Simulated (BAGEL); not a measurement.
# ROHF/6-31G(d) (density fitting with qzvpp-jkfit, spherical functions) run of Si2NH5F (SMILES F[SiH2]N[SiH2])

Aim: the vertical doublet–quartet gap of Si2NH5F at ROHF/6-31G* (density fitting with qzvpp-jkfit, spherical functions), from 2 runs. 

The calculation is run with BAGEL 1.2.2.

## (1) The molecule

Si2NH5F has 9 atoms, charge 0, and is taken as a doublet. SMILES: `F[SiH2]N[SiH2]`. The coordinates come from a PBE0-D4/def2-TZVP relaxation. This is one conformer, not always the lowest.

Bond lengths: F1–Si2 1.600 Å, Si2–N3 1.712 Å, N3–Si4 1.736 Å, Si2–H5 1.480 Å, Si2–H6 1.477 Å, N3–H7 1.012 Å, Si4–H8 1.489 Å, Si4–H9 1.494 Å. Some angles: F1–Si2–N3 112.4°, Si2–N3–Si4 128.4°, F1–Si2–H5 106.1°, F1–Si2–H6 106.9°, N3–Si2–H5 109.2°, N3–Si2–H6 108.5°, Si2–N3–H7 115.7°, Si4–N3–H7 115.2°, N3–Si4–H8 106.6°, N3–Si4–H9 109.5°.

## (2) A single-point energy at ROHF/6-31G(d) (density fitting with qzvpp-jkfit, spherical functions)

calc.json

```json
{ "bagel" : [

{
  "title" : "molecule",
  "basis" : "6-31gs.json",
  "df_basis" : "qzvpp-jkfit",
  "angstrom" : true,
  "geometry" : [
    { "atom" : "F", "xyz" : [   -1.778200,    1.208900,   -1.181800 ] },
    { "atom" : "Si", "xyz" : [   -0.288000,    1.123600,   -0.604900 ] },
    { "atom" : "N", "xyz" : [    0.241500,   -0.491400,   -0.403000 ] },
    { "atom" : "Si", "xyz" : [    0.023600,   -1.533600,    0.967900 ] },
    { "atom" : "H", "xyz" : [    0.576300,    1.799100,   -1.598800 ] },
    { "atom" : "H", "xyz" : [   -0.302800,    1.779800,    0.718800 ] },
    { "atom" : "H", "xyz" : [    0.600400,   -0.942200,   -1.234500 ] },
    { "atom" : "H", "xyz" : [   -0.246300,   -0.650000,    2.136200 ] },
    { "atom" : "H", "xyz" : [    1.261800,   -2.340700,    1.182700 ] }
  ]
},
{ "title" : "rohf", "nopen" : 1 },
{ "title" : "print", "file" : "orbitals.molden", "orbitals" : true }

]}
```

The basis set 6-31G* is read from a file made from the Basis Set Exchange's data (not shown).

On the command line:

```console
$ BAGEL_NUM_THREADS=1 BAGEL calc.json > calc.out
```

Output:

```text
* using 1 threads per process

  ===============================================================
  ===============================================================

  *** Geometry ***

  { "atom" : "F", "xyz" : [     -3.360311,      2.284490,     -2.233278 ] },
  { "atom" : "Si", "xyz" : [     -0.544241,      2.123296,     -1.143095 ] },
  { "atom" : "N", "xyz" : [      0.456369,     -0.928611,     -0.761560 ] },
  { "atom" : "Si", "xyz" : [      0.044598,     -2.898084,      1.829066 ] },
  { "atom" : "H", "xyz" : [      1.089049,      3.399806,     -3.021294 ] },
  { "atom" : "H", "xyz" : [     -0.572209,      3.363335,      1.358335 ] },
  { "atom" : "H", "xyz" : [      1.134592,     -1.780500,     -2.332867 ] },
  { "atom" : "H", "xyz" : [     -0.465440,     -1.228322,      4.036833 ] },
  { "atom" : "H", "xyz" : [      2.384456,     -4.423282,      2.234979 ] },

  Number of auxiliary basis functions:      500

  Since a DF basis is specified, we compute 2- and 3-index integrals:
    o Being stored without compression. Storage requirement is 0.022 GB

  Number of basis functions:       74
  Number of electrons      :       49

    * METHOD: MOLECULE                             0.27

  *** Open-shell HF ***

  === Nuclear Repulsion ===
   217.0452515446

      * DIIS with orbital gradients will be used.

  === ROHF iteration (6-31gs.json) ===
      0       -734.45007626          0.04565631           0.14
      1       -734.61096760          0.02858052           0.14
      2       -734.66363768          0.01757489           0.13
      3       -734.69540202          0.00106205           0.14
      4       -734.69578625          0.00040947           0.14
      5       -734.69590114          0.00016153           0.13
      6       -734.69591931          0.00004191           0.14
      7       -734.69593678          0.00000957           0.13
      8       -734.69594145          0.00000345           0.13
      9       -734.69594201          0.00000134           0.14
     10       -734.69594216          0.00000062           0.14
     11       -734.69594218          0.00000030           0.14
     12       -734.69594217          0.00000011           0.13
     13       -734.69594217          0.00000004           0.13
     14       -734.69594217          0.00000002           0.13
     15       -734.69594217          0.00000001           0.13
    * SCF iteration converged.

    * S^2 (ROHF) is 0.7500

    * Permanent dipole moment:
           (   -0.566445,     0.339621,     0.088575) a.u.

    * METHOD: ROHF                                 2.33

    * METHOD: PRINT                                0.01

  ===============================================================
```

Run time: 2.8 s. Hardware: 1 thread of Arm Neoverse V1, shared host; peak memory 0.11 GiB.

## (3) The quartet

input.json

```json
{ "bagel" : [

{
  "title" : "molecule",
  "basis" : "6-31gs.json",
  "df_basis" : "qzvpp-jkfit",
  "angstrom" : true,
  "geometry" : [
    { "atom" : "F", "xyz" : [      -1.778200,       1.208900,      -1.181800 ] },
    { "atom" : "Si", "xyz" : [      -0.288000,       1.123600,      -0.604900 ] },
    { "atom" : "N", "xyz" : [       0.241500,      -0.491400,      -0.403000 ] },
    { "atom" : "Si", "xyz" : [       0.023600,      -1.533600,       0.967900 ] },
    { "atom" : "H", "xyz" : [       0.576300,       1.799100,      -1.598800 ] },
    { "atom" : "H", "xyz" : [      -0.302800,       1.779800,       0.718800 ] },
    { "atom" : "H", "xyz" : [       0.600400,      -0.942200,      -1.234500 ] },
    { "atom" : "H", "xyz" : [      -0.246300,      -0.650000,       2.136200 ] },
    { "atom" : "H", "xyz" : [       1.261800,      -2.340700,       1.182700 ] }
  ]
},

{ "title" : "rohf", "nopen" : 3 },

{ "title" : "print", "file" : "orbitals.molden", "orbitals" : true }

]}
```

The basis set 6-31G* is read from a file made from the Basis Set Exchange's data (not shown).

On the command line:

```console
$ BAGEL_NUM_THREADS=1 BAGEL input.json > input.out
```

Output:

```text
* using 1 threads per process

  ===============================================================
  ===============================================================

  *** Geometry ***

  { "atom" : "F", "xyz" : [     -3.360311,      2.284490,     -2.233278 ] },
  { "atom" : "Si", "xyz" : [     -0.544241,      2.123296,     -1.143095 ] },
  { "atom" : "N", "xyz" : [      0.456369,     -0.928611,     -0.761560 ] },
  { "atom" : "Si", "xyz" : [      0.044598,     -2.898084,      1.829066 ] },
  { "atom" : "H", "xyz" : [      1.089049,      3.399806,     -3.021294 ] },
  { "atom" : "H", "xyz" : [     -0.572209,      3.363335,      1.358335 ] },
  { "atom" : "H", "xyz" : [      1.134592,     -1.780500,     -2.332867 ] },
  { "atom" : "H", "xyz" : [     -0.465440,     -1.228322,      4.036833 ] },
  { "atom" : "H", "xyz" : [      2.384456,     -4.423282,      2.234979 ] },

  Number of auxiliary basis functions:      500

  Since a DF basis is specified, we compute 2- and 3-index integrals:
    o Being stored without compression. Storage requirement is 0.022 GB

  Number of basis functions:       74
  Number of electrons      :       49

    * METHOD: MOLECULE                             0.27

  *** Open-shell HF ***

  === Nuclear Repulsion ===
   217.0452515446

      * DIIS with orbital gradients will be used.

  === ROHF iteration (6-31gs.json) ===
      0       -733.99550286          0.04838997           0.13
      1       -734.13992778          0.04485477           0.12
      2       -734.24728305          0.03261836           0.13
      3       -734.40629705          0.00693073           0.13
      4       -734.42672726          0.00425092           0.13
      5       -734.43963820          0.00211438           0.13
      6       -734.44319923          0.00090142           0.13
      7       -734.44389480          0.00059642           0.13
      8       -734.44418126          0.00046556           0.13
      9       -734.44430549          0.00018690           0.13
     10       -734.44433118          0.00007763           0.12
     11       -734.44434066          0.00004088           0.12
     12       -734.44434184          0.00001739           0.12
     13       -734.44434218          0.00000948           0.12
     14       -734.44434226          0.00000514           0.13
     15       -734.44434222          0.00000301           0.13
     16       -734.44434221          0.00000164           0.13
     17       -734.44434221          0.00000099           0.13
     18       -734.44434221          0.00000065           0.13
     19       -734.44434221          0.00000034           0.13
     20       -734.44434222          0.00000017           0.12
     21       -734.44434222          0.00000010           0.12
     22       -734.44434222          0.00000006           0.12
     23       -734.44434223          0.00000004           0.12
     24       -734.44434223          0.00000003           0.13
     25       -734.44434223          0.00000001           0.13
     26       -734.44434222          0.00000001           0.12
    * SCF iteration converged.

    * S^2 (ROHF) is 3.7500

    * Permanent dipole moment:
           (   -0.608633,    -0.834488,     0.743731) a.u.

    * METHOD: ROHF                                 3.57

    * METHOD: PRINT                                0.01

  ===============================================================
```

Run time: 4.2 s. Hardware: 1 thread of Arm Neoverse V1, shared host; peak memory 0.11 GiB.

## (4) Results

Level: ROHF/6-31G* (density fitting with qzvpp-jkfit, spherical functions).

```
                                        quantity          value
                           doublet: total energy  -734.69594 Eh
                          doublet: dipole moment         1.69 D
                                   doublet: ⟨S²⟩          0.750
                           quartet: total energy  -734.44434 Eh
                          quartet: dipole moment         3.24 D
                                   quartet: ⟨S²⟩          3.750
vertical energy of the quartet above the doublet       6.846 eV
```

**Reading.** At this shape the quartet lies 6.85 eV (661 kJ/mol) above the doublet.
